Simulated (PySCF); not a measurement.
# [CoF2]+: structure of the triplet

Aim: relax [CoF2]+ as a triplet from a linear start, check by its vibrations whether the end is a minimum, and collect its spectrum and constants.

The runs use PySCF 2.14.0; PBE0, basis Co def2-TZVP, F def2-TZVP, no relativity, density fitting.

### Step 1. Where the work starts

3 atoms, charge 1, spin multiplicity 3.

Bond lengths: Co1–F2 1.715 Å, Co1–F3 1.715 Å. Angles: F2–Co1–F3 180.0°.

Coordinates in bohr (charge 1 multiplicity 3):
```
Co    0.0000    0.0000    0.0000
F     0.0000    0.0000    3.2409
F     0.0000    0.0000   -3.2409
```

### Step 2. The SCF at the typed geometry

One driver script runs all steps and calls PySCF; scf.py shows how it sets up the SCF of each step. The optimiser is the driver's own. After this first run the driver tries any further starts and a stability analysis.

The input, scf.py:

```python
from pyscf import gto, scf, dft
mol = gto.M(atom='''
Co     0.000000     0.000000     0.000000
F      0.000000     0.000000     1.715000
F      0.000000     0.000000    -1.715000''',
    basis={'Co': 'def2-TZVP', 'F': 'def2-TZVP'},
    charge=1, spin=2)
mf = dft.UKS(mol, xc='PBE0')
mf.grids.atom_grid = (50, 194)
aux = {'Co': 'def2-universal-JKFIT', 'F': 'def2-universal-JKFIT'}
mf = mf.density_fit(auxbasis=aux)
mf.conv_tol = 1e-08
mf.diis_space = 10
mf.max_cycle = 60
mf.init_guess = 'minao'
mf.verbose = 4
mf.kernel()
```

Started as:

```sh
OMP_NUM_THREADS=4 python axn.py task.json out
```

Further steps of the session: Relaxing the triplet from the linear start; Is it a minimum? Harmonic modes.

What does the calculation give? Wanted: minimum; geometry; wavenumbers; dipole moment; highest occupied, lowest empty level; polar-tensor charge of Co1; zero-point energy; ⟨S²⟩.

As calculated:

| quantity | value |
| --- | --- |
| minimum | broken-symmetry (Ms = 1), D∞h |
| geometry | Co–F 1.680 Å (×2); F–Co–F 180.0° |
| wavenumbers (cm⁻¹) | 95, 95, 617, 781 |
| dipole moment (centre of mass) | 0.00 D |
| highest occupied, lowest empty level (either spin) | -18.61, -14.96 eV |
| polar-tensor charge of Co1 | +1.24 e |
| zero-point energy | 9.5 kJ/mol |
| entropy at 298.15 K | 269.8 J/(mol K) |
| ⟨S²⟩ | 3.010 |

The molecule stays D∞h, as typed, and the end point is a minimum. The determinant is spin-contaminated (⟨S²⟩ = 3.01 against 2.00), so it is no pure spin state. The strongest infrared band lies at 95 cm⁻¹ (bend). The first SCF alone would have been 11 kJ/mol too high. Only this shape and spin were tried, so other structures or states may lie lower. The SCF density has lower symmetry than the nuclear frame. One determinant may miss the lowest occupation of an open d or f shell.
